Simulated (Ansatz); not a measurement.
# Ru: stress in a strained cell

Aim: deform Ru (equal xx and yy strain of +2 %) and compute stress, forces and field gradients with LAPW, PAW and all-electron datasets made for the crystal.

Method: DFT PBEsol, scalar-relativistic, in Ansatz 0.2.0.

2 further runs of the same task are left out: 2 set aside as unsound or not needed.

## (1) Starting point

The structure is hexagonal, space group P6_3/mmc (No. 194). The conventional cell has a = 2.706 Å, b = 2.706 Å, c = 4.282 Å, α = 90.00°, β = 90.00°, γ = 120.00°. Around Ru (site symmetry -6m2) lie 12 Ru at 2.65 to 2.71 Å.

Coordinates:

```
Ru
1.0
     2.70580    0.00000    0.00000
    -1.35290    2.34329    0.00000
     0.00000    0.00000    4.28190
Ru
2
Direct
  0.33333 0.66667 0.25000
  0.66667 0.33333 0.75000
```

Atoms are numbered in the order of the input: Ru1, Ru2.

## (2) The deformed structure

Space group P6_3/mmc before, P6_3/mmc after.

## (3) All-electron LAPW

The input, input.yaml:

```yaml
crystal:
  lattice:
    - [2.7599153209, 0.0, 0.0]
    - [-1.3799576604, 2.3901567802, 0.0]
    - [0.0, 0.0, 4.2819]
  atoms:
    - { symbol: Ru, position: [0.3333333333, 0.6666666667, 0.25] }
    - { symbol: Ru, position: [0.6666666667, 0.3333333333, 0.75] }
kpoints:
  mp_grid: { grid: [14, 14, 8] }
  band_path:
    path:
      - [0.0, 0.0, 0.0]
      - [0.5, 0.0, 0.0]
      - [0.3333333333, 0.3333333333, 0.0]
      - [0.0, 0.0, 0.0]
      - [0.0, 0.0, 0.5]
      - [0.5, 0.0, 0.5]
      - [0.3333333333, 0.3333333333, 0.5]
      - [0.0, 0.0, 0.5]
      - [0.5, 0.0, 0.5]
    npoints: 5
scf:
  occupations: { method: fermi_dirac, width: 0.03 }
hamiltonian:
  xc: pbesol
  pseudopotentials: { kind: all_electron, lapw: { basis_error: 0.001 } }
output:
  forces: true
  stress: true
  eigenvalues: true
```

Started as:

```bash
$ ansatz run input.yaml --threads 1 --pin off --max-ram 3072MiB --backend cpu --events-out ev --progress --plain --runs-dir out
```

## (4) PAW with frozen cores

The input, input.yaml:

```yaml
crystal:
  lattice:
    - [2.7599153209, 0.0, 0.0]
    - [-1.3799576604, 2.3901567802, 0.0]
    - [0.0, 0.0, 4.2819]
  atoms:
    - { symbol: Ru, position: [0.3333333333, 0.6666666667, 0.25] }
    - { symbol: Ru, position: [0.6666666667, 0.3333333333, 0.75] }
kpoints:
  mp_grid: { grid: [14, 14, 8] }
scf:
  occupations: { method: fermi_dirac, width: 0.03 }
hamiltonian:
  xc: pbesol
  pseudopotentials: { kind: paw }
output:
  forces: true
  stress: true
  eigenvalues: true
  efg: { contact_densities: true }
  write_density: true
  write_potential: true
  elf: true
  volumetric_format: npy
```

## (5) Datasets made for this crystal

input.yaml, as its differences from that of step 4:

```diff
@@ -14,3 +14,3 @@
   xc: pbesol
-  pseudopotentials: { kind: paw }
+  pseudopotentials: { kind: all_electron, datasets: crystal }
 output:
@@ -20,5 +20 @@
   efg: { contact_densities: true }
-  write_density: true
-  write_potential: true
-  elf: true
-  volumetric_format: npy
```

(Steps that only read results are left out.)

What does the calculation give? Wanted: pressure; largest shear or deviatoric stress.

The runs gave:

```
                                 quantity                                                 value
                                 pressure  LAPW -17.32, PAW -17.30, crystal datasets -17.33 GPa
largest shear or deviatoric stress (LAPW)                                              3.68 GPa
```

What this shows: Against the undeformed cell the largest change of stress is -13.59 GPa, in the yy component (others tie with it), with the atoms carried along and not relaxed. PAW: stress within 0.04 GPa of LAPW. Crystal datasets: stress within 0.01 GPa of LAPW.
